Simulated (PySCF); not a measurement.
# C6H15BS3: NMR shifts at several levels of theory, part 2 of 2

PySCF 2.14.0. Atoms count from 0. Earlier steps stand in the parts before.

### Step 5. Nuclear shieldings: wB97X-D/pcSseg-1

Job settings and geometry (Å):

```
{"job": {"kind": "nmr", "xc": "wB97X-D", "basis": "pcSseg-1", "pop": false}, "charge": 0, "multiplicity": 1}
C      4.132080    -0.697880    -0.674680
C      2.892726     0.091170    -0.304278
S      1.432846    -1.007790    -0.306173
B      0.060587     0.088596     0.100827
S      0.382957     1.838628     0.398331
C     -1.262335     2.562507     0.727956
C     -2.041234     2.895816    -0.528652
S     -1.612196    -0.578465     0.224224
C     -1.397421    -2.367451    -0.076908
C     -2.734064    -3.072949     0.029699
H      4.315571    -1.515486     0.038985
H      4.040985    -1.139014    -1.678914
H      5.015359    -0.040816    -0.671427
H      2.987486     0.539064     0.696522
H      2.710314     0.909592    -1.017030
H     -1.049528     3.467173     1.317109
H     -1.818444     1.872832     1.381546
H     -1.475027     3.580542    -1.177357
H     -2.268565     1.986366    -1.103755
H     -2.996046     3.380092    -0.267583
H     -0.953595    -2.498821    -1.075418
H     -0.678477    -2.757796     0.659134
H     -3.454041    -2.681439    -0.704992
H     -3.172537    -2.951443     1.031857
H     -2.610172    -4.150568    -0.158162
```

With the program's defaults for keys left out, this is: GIAO wB97X-D/pcSseg-1 NMR shielding, non-relativistic, gas phase.

Output:

```text
coarse grid: 21776 points
cycle   1  E = -1456.8901775373  dE =  1.152e+00  |g| = 3.719e-01  |ddm| = 4.330e+00
cycle   2  E = -1456.9225885874  dE = -3.241e-02  |g| = 2.740e-01  |ddm| = 7.018e-01
cycle   3  E = -1456.9403025698  dE = -1.771e-02  |g| = 4.323e-02  |ddm| = 2.968e-01
cycle   4  E = -1456.9409009355  dE = -5.984e-04  |g| = 1.810e-02  |ddm| = 7.509e-02
cycle   5  E = -1456.9410035488  dE = -1.026e-04  |g| = 6.490e-03  |ddm| = 2.980e-02
cycle   6  E = -1456.9410161176  dE = -1.257e-05  |g| = 1.269e-03  |ddm| = 8.803e-03
cycle   7  E = -1456.9410167540  dE = -6.364e-07  |g| = 4.755e-04  |ddm| = 2.946e-03
final grid: 194280 points
cycle   8  E = -1457.0130675897  dE = -2.667e-04  |g| = 6.678e-03  |ddm| = 5.096e-02
cycle   9  E = -1457.0130734511  dE = -5.861e-06  |g| = 4.641e-03  |ddm| = 1.006e-02
cycle  10  E = -1457.0130781668  dE = -4.716e-06  |g| = 8.788e-04  |ddm| = 4.276e-03
cycle  11  E = -1457.0130784255  dE = -2.587e-07  |g| = 3.358e-04  |ddm| = 1.454e-03
cycle  12  E = -1457.0130784615  dE = -3.604e-08  |g| = 1.023e-04  |ddm| = 5.228e-04
cycle  13  E = -1457.0130784653  dE = -3.809e-09  |g| = 1.927e-05  |ddm| = 1.786e-04
cycle  14  E = -1457.0130784656  dE = -3.020e-10  |g| = 8.654e-06  |ddm| = 6.676e-05
converged SCF energy = -1457.0130784656

GIAO shielding tensors (ppm)
atom      isotropic    diamagn.    paramagn.     s11        s22        s33       span
  0 C      168.363     243.056     -74.693    155.566    163.322    186.201     30.635
  1 C      156.256     255.188     -98.931    140.861    157.058    170.849     29.988
  2 S      486.742    1064.004    -577.262    341.322    509.325    609.579    268.257
  3 B       41.118     198.384    -157.266      9.136      9.444    104.774     95.638
  4 S      475.516    1063.045    -587.530    334.265    528.465    563.817    229.551
  5 C      156.489     253.093     -96.605    135.990    160.205    173.270     37.280
  6 C      165.779     247.142     -81.363    147.989    165.034    184.314     36.325
  7 S      495.615    1063.688    -568.073    348.877    510.884    627.083    278.206
  8 C      156.823     254.988     -98.165    140.993    158.509    170.967     29.973
  9 C      168.295     243.118     -74.823    155.462    163.209    186.213     30.751
 10 H       30.108      28.066       2.042     25.421     28.516     36.387     10.966
 11 H       30.124      28.212       1.913     25.512     28.537     36.323     10.811
 12 H       30.009      25.322       4.687     24.757     27.171     38.098     13.342
 13 H       28.904      34.113      -5.208     22.544     30.378     33.792     11.248
 14 H       28.868      34.396      -5.528     22.202     30.821     33.582     11.380
 15 H       29.069      30.924      -1.855     22.564     27.747     36.897     14.333
 16 H       28.524      33.861      -5.337     23.938     28.931     32.705      8.767
 17 H       30.304      29.427       0.877     25.998     28.365     36.550     10.552
 18 H       29.712      31.451      -1.739     23.953     31.798     33.385      9.432
 19 H       30.219      26.959       3.260     25.689     26.519     38.448     12.759
 20 H       28.856      34.367      -5.511     22.422     30.489     33.656     11.234
 21 H       28.869      34.290      -5.422     22.317     30.556     33.733     11.416
 22 H       30.095      28.061       2.034     25.438     28.558     36.289     10.850
 23 H       30.098      28.028       2.070     25.445     28.426     36.424     10.980
 24 H       29.991      25.511       4.480     24.733     27.176     38.064     13.331
```

Run time: 59 s. Hardware: 8 threads of Intel Xeon Platinum 8375C at 2.90GHz (Ice Lake), shared host.

In short: δ C1 28.0, C0 17.1, S2 8, B3 60.5, H13 2.53, H10 1.31 ppm (means over like atoms).

### Step 6. Nuclear shieldings: KT2/pcSseg-1

Same as in step 5 but for these lines:

```diff
@@ -1,2 +1,2 @@
-{"job": {"kind": "nmr", "xc": "wB97X-D", "basis": "pcSseg-1", "pop": false}, "charge": 0, "multiplicity": 1}
+{"job": {"kind": "nmr", "xc": "KT2", "basis": "pcSseg-1", "pop": false}, "charge": 0, "multiplicity": 1}
 C      4.132080    -0.697880    -0.674680
```

With the program's defaults for keys left out, this is: GIAO KT2/pcSseg-1 NMR shielding, non-relativistic, gas phase.

Output:

```text
coarse grid: 21776 points
cycle   1  E = -1470.9644020214  dE =  6.247e-01  |g| = 5.778e-01  |ddm| = 4.478e+00
cycle   2  E = -1470.9036971502  dE =  6.070e-02  |g| = 7.469e-01  |ddm| = 1.318e+00
cycle   3  E = -1471.0541304593  dE = -1.504e-01  |g| = 9.905e-02  |ddm| = 7.182e-01
cycle   4  E = -1471.0563358930  dE = -2.205e-03  |g| = 3.338e-02  |ddm| = 1.598e-01
cycle   5  E = -1471.0566301834  dE = -2.943e-04  |g| = 1.194e-02  |ddm| = 5.047e-02
cycle   6  E = -1471.0566673553  dE = -3.717e-05  |g| = 4.152e-03  |ddm| = 1.612e-02
cycle   7  E = -1471.0566722121  dE = -4.857e-06  |g| = 8.876e-04  |ddm| = 4.950e-03
final grid: 194280 points
cycle   8  E = -1471.1411561573  dE = -2.656e-04  |g| = 2.638e-02  |ddm| = 5.543e-02
cycle   9  E = -1471.1409082761  dE =  2.479e-04  |g| = 3.864e-02  |ddm| = 5.850e-02
cycle  10  E = -1471.1412938599  dE = -3.856e-04  |g| = 3.548e-03  |ddm| = 4.100e-02
cycle  11  E = -1471.1412971317  dE = -3.272e-06  |g| = 8.498e-04  |ddm| = 4.199e-03
cycle  12  E = -1471.1412973207  dE = -1.891e-07  |g| = 1.603e-04  |ddm| = 1.039e-03
cycle  13  E = -1471.1412973261  dE = -5.349e-09  |g| = 8.516e-05  |ddm| = 2.884e-04
cycle  14  E = -1471.1412973281  dE = -2.026e-09  |g| = 1.590e-05  |ddm| = 1.040e-04
cycle  15  E = -1471.1412973282  dE = -6.139e-11  |g| = 6.604e-06  |ddm| = 2.449e-05
converged SCF energy = -1471.1412973282

GIAO shielding tensors (ppm)
atom      isotropic    diamagn.    paramagn.     s11        s22        s33       span
  0 C      166.350     244.478     -78.128    152.574    160.569    185.907     33.332
  1 C      152.137     256.103    -103.966    136.760    151.599    168.051     31.291
  2 S      480.121    1065.627    -585.506    356.089    506.451    577.822    221.733
  3 B       49.339     200.766    -151.426     22.332     22.636    103.050     80.718
  4 S      468.709    1064.806    -596.098    345.790    501.060    559.276    213.485
  5 C      152.128     254.665    -102.538    128.382    158.006    169.996     41.614
  6 C      163.570     248.358     -84.787    144.871    162.500    183.339     38.469
  7 S      490.262    1065.338    -575.076    363.169    508.963    598.655    235.486
  8 C      152.771     255.830    -103.059    136.937    153.180    168.196     31.259
  9 C      166.267     244.505     -78.238    152.453    160.432    185.915     33.462
 10 H       29.885      28.282       1.603     25.495     28.324     35.836     10.340
 11 H       29.905      28.477       1.428     25.598     28.340     35.778     10.180
 12 H       29.749      25.095       4.654     24.657     27.039     37.551     12.894
 13 H       28.450      34.157      -5.707     22.235     29.910     33.206     10.971
 14 H       28.408      34.503      -6.095     21.889     30.372     32.963     11.074
 15 H       28.668      30.686      -2.018     22.235     27.652     36.117     13.882
 16 H       28.003      34.143      -6.140     23.625     28.403     31.980      8.355
 17 H       30.138      29.508       0.629     26.128     28.220     36.066      9.938
 18 H       29.502      31.860      -2.359     23.935     31.671     32.900      8.965
 19 H       29.940      26.675       3.265     25.504     26.417     37.899     12.395
 20 H       28.410      34.447      -6.036     22.112     30.054     33.065     10.953
 21 H       28.405      34.353      -5.948     21.986     30.100     33.128     11.142
 22 H       29.873      28.286       1.587     25.530     28.358     35.731     10.200
 23 H       29.879      28.234       1.645     25.521     28.225     35.891     10.370
 24 H       29.728      25.317       4.411     24.626     27.042     37.514     12.889
```

It took 35 s on 8 threads of Intel Xeon Platinum 8375C at 2.90GHz (Ice Lake), shared host.

This run: δ C1 30.9, C0 17.8, S2 39, B3 50.6, H13 2.79, H10 1.33 ppm (means over like atoms).

### Step 7. Nuclear shieldings: HF/pcSseg-1

Same as in step 6 but for these lines:

```diff
@@ -1,2 +1,2 @@
-{"job": {"kind": "nmr", "xc": "KT2", "basis": "pcSseg-1", "pop": false}, "charge": 0, "multiplicity": 1}
+{"job": {"kind": "nmr", "xc": "HF", "basis": "pcSseg-1", "pop": false}, "charge": 0, "multiplicity": 1}
 C      4.132080    -0.697880    -0.674680
```

Method: GIAO HF/pcSseg-1 NMR shielding, non-relativistic, gas phase.

Output:

```text
final grid: 194280 points
cycle   1  E = -1453.0350586958  dE =  1.768e+00  |g| = 5.939e-01  |ddm| = 4.244e+00
cycle   2  E = -1453.1563178902  dE = -1.213e-01  |g| = 2.505e-01  |ddm| = 7.746e-01
cycle   3  E = -1453.1734965123  dE = -1.718e-02  |g| = 6.937e-02  |ddm| = 3.058e-01
cycle   4  E = -1453.1757130273  dE = -2.217e-03  |g| = 1.056e-02  |ddm| = 1.220e-01
cycle   5  E = -1453.1757829716  dE = -6.994e-05  |g| = 4.722e-03  |ddm| = 2.599e-02
cycle   6  E = -1453.1757948878  dE = -1.192e-05  |g| = 1.694e-03  |ddm| = 9.997e-03
cycle   7  E = -1453.1757970264  dE = -2.139e-06  |g| = 5.119e-04  |ddm| = 4.464e-03
cycle   8  E = -1453.1757972420  dE = -2.155e-07  |g| = 1.174e-04  |ddm| = 1.620e-03
cycle   9  E = -1453.1757972499  dE = -7.901e-09  |g| = 3.441e-05  |ddm| = 2.808e-04
cycle  10  E = -1453.1757972506  dE = -6.917e-10  |g| = 8.365e-06  |ddm| = 1.003e-04
converged SCF energy = -1453.1757972506

GIAO shielding tensors (ppm)
atom      isotropic    diamagn.    paramagn.     s11        s22        s33       span
  0 C      175.147     241.089     -65.942    163.581    170.271    191.590     28.009
  1 C      167.144     253.374     -86.230    153.040    170.083    178.310     25.270
  2 S      556.390    1062.521    -506.131    403.269    573.810    692.091    288.822
  3 B       48.837     193.470    -144.633     16.741     17.025    112.743     96.002
  4 S      545.160    1061.495    -516.335    395.620    611.747    628.113    232.494
  5 C      167.324     250.714     -83.389    151.139    169.664    181.171     30.032
  6 C      172.399     245.132     -72.734    156.014    170.981    190.201     34.187
  7 S      563.494    1062.132    -498.638    409.923    574.525    706.034    296.111
  8 C      167.580     253.192     -85.612    153.082    171.281    178.379     25.297
  9 C      175.088     241.169     -66.081    163.496    170.175    191.594     28.098
 10 H       30.399      28.056       2.343     25.351     28.736     37.111     11.760
 11 H       30.413      28.124       2.289     25.438     28.763     37.037     11.599
 12 H       30.253      25.835       4.418     24.712     27.215     38.831     14.119
 13 H       29.359      33.958      -4.599     22.671     30.736     34.669     11.999
 14 H       29.325      34.102      -4.777     22.322     31.158     34.496     12.174
 15 H       29.542      31.704      -2.162     22.741     27.832     38.054     15.313
 16 H       29.021      33.313      -4.293     23.999     29.391     33.671      9.673
 17 H       30.553      29.452       1.100     25.929     28.532     37.196     11.267
 18 H       29.981      30.712      -0.731     23.949     31.904     34.088     10.139
 19 H       30.488      27.459       3.029     25.682     26.577     39.206     13.524
 20 H       29.310      34.082      -4.772     22.560     30.829     34.541     11.981
 21 H       29.327      34.040      -4.713     22.455     30.899     34.628     12.173
 22 H       30.388      28.003       2.385     25.363     28.786     37.014     11.651
 23 H       30.388      28.005       2.383     25.375     28.656     37.133     11.759
 24 H       30.238      25.963       4.276     24.697     27.225     38.793     14.096
```

It took 26 s on 8 threads of Intel Xeon Platinum 8375C at 2.90GHz (Ice Lake), shared host.

This run: δ C1 23.5, C0 16.6, S2 -41, B3 66.5, H13 2.37, H10 1.34 ppm (means over like atoms).

### Step 8. Run by run: NMR shifts

Shifts (ppm), means over like atoms, with basis size and wall time:

```
             run    C1    C0   H13   H10   S2    B3  functions  time
   PBE0/pcSseg-1  29.1  16.8  2.63  1.32   17  58.5        266  43 s
    PBE/pcSseg-1  31.6  17.2  2.76  1.32   45  54.1        266  33 s
wB97X-D/pcSseg-1  28.0  17.1  2.53  1.31    8  60.5        266  59 s
    KT2/pcSseg-1  30.9  17.8  2.79  1.33   39  50.6        266  35 s
     HF/pcSseg-1  23.5  16.6  2.37  1.34  -41  66.5        266  26 s
```

### Step 9. Summary of results

The summary covers parts 1 to 2.

```
                                                               quantity                 value
                                                            point group                    C1
                                   rotational constants (main isotopes)  0.78, 0.63, 0.36 GHz
¹³C shifts against TMS (PBE0/pcSseg-1, means over atoms taken as alike)        29.1, 16.8 ppm
 ¹H shifts against TMS (PBE0/pcSseg-1, means over atoms taken as alike)        2.63, 1.32 ppm
³³S shifts against CS2 (PBE0/pcSseg-1, means over atoms taken as alike)                17 ppm
                            ¹¹B shifts against BF3·OEt2 (PBE0/pcSseg-1)              58.5 ppm
                                               range of the shift of S2         -41 to 45 ppm
```

What this shows: Single values in the summary come from the first run of each kind that ended normally (PBE0/pcSseg-1), which need not be the best level. The optimisation took 3 steps and gained 0.055 eV; among the close pairs (by a distance rule), C6–H19 changed most, from 1.088 to 1.102 Å. No frequency check was run at this level, so the end point may be a saddle. At PBE0/pcSseg-1: The largest span, 252 ppm, is at S2, S4, S7, where the paramagnetic term is -584 ppm. In ppm, S2 (with its like atoms) moves most: its shift spreads over 87 ppm, from -41 (HF/pcSseg-1) to 45 (PBE/pcSseg-1).
